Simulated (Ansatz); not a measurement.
# NiMoIrPdW (Cm) in Ansatz: further runs, part 2 of 2

Ansatz 0.2.0. The steps go on from the part before.

### 3 Relaxation of cell and atoms, PBE, collinear spin, ferromagnetic start, target pressure 5 GPa, at which the enthalpy is minimised

Input file input.yaml:

```yaml
crystal:
  lattice:
    - [2.3446, -1.43138, 0.00906]
    - [2.3446, 1.43138, 0.00906]
    - [-2.206, 0.0, 10.92374]
  atoms:
    - { symbol: Ni, position: [0.49838, 0.49838, 0.29525], spin: 1.0 }
    - { symbol: Mo, position: [0.31773, 0.31773, 0.91207], spin: 1.0 }
    - { symbol: Pd, position: [0.24733, 0.24733, 0.49061] }
    - { symbol: Ir, position: [0.74982, 0.74982, 0.10802], spin: 0.6 }
    - { symbol: W, position: [0.68673, 0.68673, 0.69406] }
hamiltonian:
  xc: pbe
  pseudopotentials: { kind: paw }
magnetization:
  spin_polarized: true
kpoints:
  mp_grid: { grid: [8, 8, 2] }
scf:
  occupations: { method: fermi_dirac, width: 0.05 }
output:
  forces: true
  stress: true
  eigenvalues: true
relax:
  f_tol: 0.01
  max_steps: 40
  cell: { stress_tol: 0.05, p_target: 5.0 }
```

Potentials or basis: Ansatz PAW.

Launch:

```
$ ansatz run input.yaml --threads 8 --pin off --max-ram 20480MiB --backend cpu --events-out ev --progress --plain --runs-dir out
```

Output:

```text
Warning: RAYON_NUM_THREADS=8 ignored (pool sized by the plan → 8); use --threads N
Engine: ansatz 0.2.0, aarch64-unknown-linux-gnu
Pseudopotentials: kind: paw
Pseudopotential: Ni, paw, valence charge 18, recommended cutoff 420 eV (normal), Ni.paw.azcp
Pseudopotential: Mo, paw, valence charge 14, recommended cutoff 420 eV (normal), Mo.paw.azcp
Pseudopotential: Pd, paw, valence charge 18, recommended cutoff 420 eV (normal), Pd.paw.azcp
Pseudopotential: Ir, paw, valence charge 17, recommended cutoff 420 eV (normal), Ir.paw.azcp
Pseudopotential: W, paw, valence charge 14, recommended cutoff 420 eV (normal), W.paw.azcp
Functional definition: PBE
  parameter kappa = 0.804
  parameter beta = 0.06672455060314922
[... 223 lines left out ...]
  k-point 1 ↑: bands = ["-81.3053", "-71.1516", "-63.3747", "-52.5318", "-41.8031", "-41.6438", "-41.6245", "-39.6158", "-29.2540", "-28.8644", "-28.8481", "-27.9919", "-27.8230", "-27.7624", "-16.9587", "-16.1894", "-16.0961", "-13.7395", "-13.0410", "-12.9600", "12.3473", "13.1406", "14.9691", "15.5071", "16.0923", "17.6571", "17.9120", "18.4049", "18.4446", "18.5461", "18.8930", "19.1689", "19.3135", "19.3820", "19.3961", "19.7763", "19.8543", "19.9940", "20.4658", "20.5343", "20.9024", "20.9415", "21.4583", "21.6930", "22.0258", "22.1628", "22.8761", "23.8787", "24.6646", "25.2324", "30.0310"]
  k-point 2 ↑: bands = ["-81.3046", "-71.1468", "-63.3699", "-52.5169", "-41.8023", "-41.6481", "-41.6292", "-39.5883", "-29.2483", "-28.9041", "-28.8619", "-27.9827", "-27.8849", "-27.7901", "-16.9317", "-16.3499", "-16.1543", "-13.7146", "-13.2077", "-13.0175", "12.8038", "13.9501", "15.2718", "15.9435", "16.1994", "17.4728", "17.7910", "18.2744", "18.4498", "18.6389", "18.7013", "18.7926", "19.1245", "19.3876", "19.5132", "19.6202", "19.9289", "20.1565", "20.3297", "20.5488", "20.6712", "20.9611", "21.2846", "21.8863", "22.0829", "22.1838", "23.6625", "24.1809", "24.5747", "25.8858", "31.1725"]
  k-point 41 ↓: bands = ["-81.2992", "-71.1110", "-63.3343", "-52.4080", "-41.7965", "-41.7004", "-41.6410", "-39.3885", "-29.2076", "-29.1802", "-28.9574", "-28.3146", "-27.9765", "-27.9137", "-17.3684", "-16.7489", "-16.5314", "-14.2818", "-13.5328", "-13.3934", "14.6904", "15.3319", "15.7225", "15.9057", "16.0333", "16.3972", "17.5104", "17.7984", "18.2226", "18.7405", "18.7503", "19.0524", "19.8307", "20.4174", "20.4695", "20.9776", "21.2427", "21.2747", "21.6740", "22.0472", "22.3114", "22.5909", "23.3483", "24.0985", "24.3096", "25.2386", "25.7892", "26.8195", "27.2496", "27.7408", "28.3307"]
--- Relaxed structure (6 steps of the walk, 5 accepted, 1 SCFs on fresh bases) ---
  F+E_penalty+E_count = -40088.55524095 eV   max|allowed force component| = 1.965e-3 eV/Å   (the final SCF, on the basis selected at the relaxed cell)
  cell:  # Å, volume = 71.8449 Å³
    - [2.3362547746651354, -1.4125704246707393, 0.015322261507749593]
    - [2.3362547746651354, 1.4125704246707393, 0.015322261507749589]
    - [-2.1687675758976166, -8.981321264411796e-18, 10.870952148005086]
  atoms:
    - { symbol: Ni, position: [0.4981876955093174, 0.4981876955093174, 0.2956845089309881] }
    - { symbol: Mo, position: [0.32278213446331777, 0.32278213446331777, 0.9121034454357921] }
    - { symbol: Pd, position: [0.24545073812202445, 0.24545073812202445, 0.49003326633890454] }
    - { symbol: Ir, position: [0.7521285097787257, 0.7521285097787257, 0.10900178354908407] }
    - { symbol: W, position: [0.6814409221266148, 0.6814409221266148, 0.6931869957452309] }
```

Run time: 55 s. Hardware: 8 threads of Arm Neoverse V1, shared host; peak memory 0.72 GiB.

What came out:

| Item | Value |
| --- | --- |
| Free energy | -40088.5552 eV |
| Relaxed volume | 14.37 Å³/atom |
| Relaxed cell | a = 2.730 Å, b = 2.730 Å, c = 11.085 Å, α = 99.32°, β = 99.32°, γ = 62.32° |
| Space group after relaxing (to 0.05 Å) | Cm (No. 8) |
| Energy change on relaxing (the enthalpy is what falls) | +3.7 meV/atom |
| Ionic steps | 6 |
| Pressure after relaxing | 5.0 GPa |
| Band gap on the k mesh | none (metal or under the smearing width) |
| Net moment | 0.00 μB per cell |
| Absolute moment | 0.00 μB per cell |

Forces on the atoms (eV/Å):
```
Ni  -0.001  0.000 -0.001
Mo   0.001  0.000  0.002
Pd   0.002  0.000  0.000
Ir  -0.001  0.000  0.001
W    0.000  0.000 -0.002
```

Step by step:
| step | energy change (eV) | largest force (eV/Å) | volume (Å³) |
| --- | --- | --- | --- |
| 1 | 0.0000 | 0.0901 | 73.38 |
| 2 | 0.0149 | 0.0429 | 71.97 |
| 3 | 0.0182 | 0.0653 | 71.85 |
| 4 | 0.0185 | 0.0083 | 71.83 |
| 5 | 0.0179 | 0.0020 | 71.84 |
| 6 | 0.0186 | 0.0020 | 71.84 |

Final structure:
```yaml
crystal:
  lattice:
    - [2.33625, -1.41257, 0.01532]
    - [2.33625, 1.41257, 0.01532]
    - [-2.16877, 0.00000, 10.87095]
  atoms:
    - { symbol: Ni, position: [0.49819, 0.49819, 0.29568] }
    - { symbol: Mo, position: [0.32278, 0.32278, 0.91210] }
    - { symbol: Pd, position: [0.24545, 0.24545, 0.49003] }
    - { symbol: Ir, position: [0.75213, 0.75213, 0.10900] }
    - { symbol: W, position: [0.68144, 0.68144, 0.69319] }
```

Levels at points of the mesh, in eV from the Fermi level:
Spin up:
| k point | band 36 | band 37 | band 38 | band 39 | band 40 | band 41 | band 42 | band 43 | band 44 | band 45 |
| --- | --- | --- | --- | --- | --- | --- | --- | --- | --- | --- |
| (0.00, 0.00, 0.00) | -1.69 | -1.26 | -0.89 | -0.86 | -0.78 | -0.74 | -0.57 | -0.25 | 0.04 | 0.38 |
| (0.00, 0.00, -0.50) | -1.66 | -1.58 | -1.44 | -0.97 | -0.90 | -0.53 | -0.49 | 0.02 | 0.26 | 0.59 |
| (0.00, -0.50, 0.00) | -0.66 | -0.52 | -0.41 | -0.21 | 0.90 | 1.34 | 1.40 | 1.63 | 1.96 | 2.47 |
| (0.00, -0.50, -0.50) | -0.60 | -0.48 | -0.21 | -0.19 | 0.77 | 0.91 | 1.09 | 1.68 | 2.55 | 2.78 |
| (-0.50, -0.50, 0.00) | -0.47 | -0.38 | -0.16 | -0.10 | 0.30 | 1.14 | 1.17 | 1.79 | 2.89 | 3.01 |
| (-0.50, -0.50, -0.50) | -0.46 | -0.19 | -0.16 | 0.24 | 0.61 | 0.88 | 1.16 | 1.91 | 2.66 | 2.87 |
Spin down:
```csv
k point,band 36,band 37,band 38,band 39,band 40,band 41,band 42,band 43,band 44,band 45
"(0.00, 0.00, 0.00)",-1.69,-1.26,-0.89,-0.86,-0.78,-0.74,-0.57,-0.25,0.04,0.38
"(0.00, 0.00, -0.50)",-1.66,-1.58,-1.44,-0.97,-0.90,-0.53,-0.49,0.02,0.26,0.59
"(0.00, -0.50, 0.00)",-0.66,-0.52,-0.41,-0.21,0.90,1.34,1.40,1.63,1.96,2.47
"(0.00, -0.50, -0.50)",-0.60,-0.48,-0.21,-0.19,0.77,0.91,1.09,1.68,2.55,2.78
"(-0.50, -0.50, 0.00)",-0.47,-0.38,-0.16,-0.10,0.30,1.14,1.17,1.79,2.89,3.01
"(-0.50, -0.50, -0.50)",-0.46,-0.19,-0.16,0.24,0.61,0.88,1.16,1.91,2.66,2.87
```

Caveat: the plane-wave basis is chosen anew once the cell has moved, so the energies of steps on either side of that aren't comparable; the starting moments weren't kept.
